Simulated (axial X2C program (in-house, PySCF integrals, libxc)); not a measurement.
# ClCuCl: bond lengths and stretches, held linear

The task here is to estimate one member of a computed series from the others.

Program: an in-house X2C program for linear molecules on PySCF integrals. Level of theory: all-electron X2C, two-component (2c) or spin-free, Cl dyall-av3z, Cu dyall-v3z. These are calculated values, not measurements.

All values are calculated.

2 further runs of the same task are left out: 2 set aside as unsound or not needed.

Set-up of the first run:

File task.json:

```json
{
 "zs": [
  17,
  29,
  17
 ],
 "q": 0,
 "bas": [
  "dyall-av3z",
  "dyall-v3z",
  "dyall-av3z"
 ],
 "r0": [
  2.11,
  2.11
 ],
 "symm": 1,
 "scan": [
  "PBE0",
  "HF",
  "TPSSh"
 ],
 "levels": [
  "PBE0",
  "HF",
  "LDA"
 ],
 "nst": 2
}
```

Keys: zs atomic numbers; q charge; bas basis sets; r0 starting distance in Å; symm equal bonds; scan levels of the two-bond scan (MP2 follows by itself at each HF point); levels methods; nst determinants followed.

On the command line:

```
> python solin.py task.json out
```

Masses Cl 34.969, Cu 62.930, Cl 34.969 u.

Among the steps run: Scan at PBE0, 2c; Scan at HF, 2c; Scan at TPSSh, 2c.

One table of the session follows, with a row left open; its other results are not shown here.

| level | r(Cl–Cu) (Å) | r(Cu–Cl) (Å) | lower stretch (cm⁻¹) | upper stretch (cm⁻¹) |
| --- | --- | --- | --- | --- |
| PBE0, 2c | 2.047 | 2.047 | 360.9 | 515.8 |
| HF, 2c | 2.124 | 2.124 | 349.1 | 499.5 |
| TPSSh, 2c | ? | ? | ? | ? |
| MP2, 2c | 2.046 | 2.046 | 368.2 | 535.1 |
| PBE0, spin-free | 2.046 | 2.046 | 361.0 | 516.0 |
| HF, spin-free | 2.124 | 2.124 | 349.4 | 499.9 |
| TPSSh, spin-free | 2.052 | 2.052 | 351.3 | 500.6 |
| MP2, spin-free | 2.045 | 2.045 | 368.5 | 535.4 |

Estimate the missing values for TPSSh, 2c.

As computed: r(Cl–Cu) (Å): 2.052; r(Cu–Cl) (Å): 2.052; lower stretch (cm⁻¹): 351.2; upper stretch (cm⁻¹): 500.4.

Scans not shown above were run alike.

To keep in mind: The molecule was held linear; bending was not examined, so a bent shape may lie lower. Note: functional without a current term on a determinant with orbital currents, of the molecule or an atom.
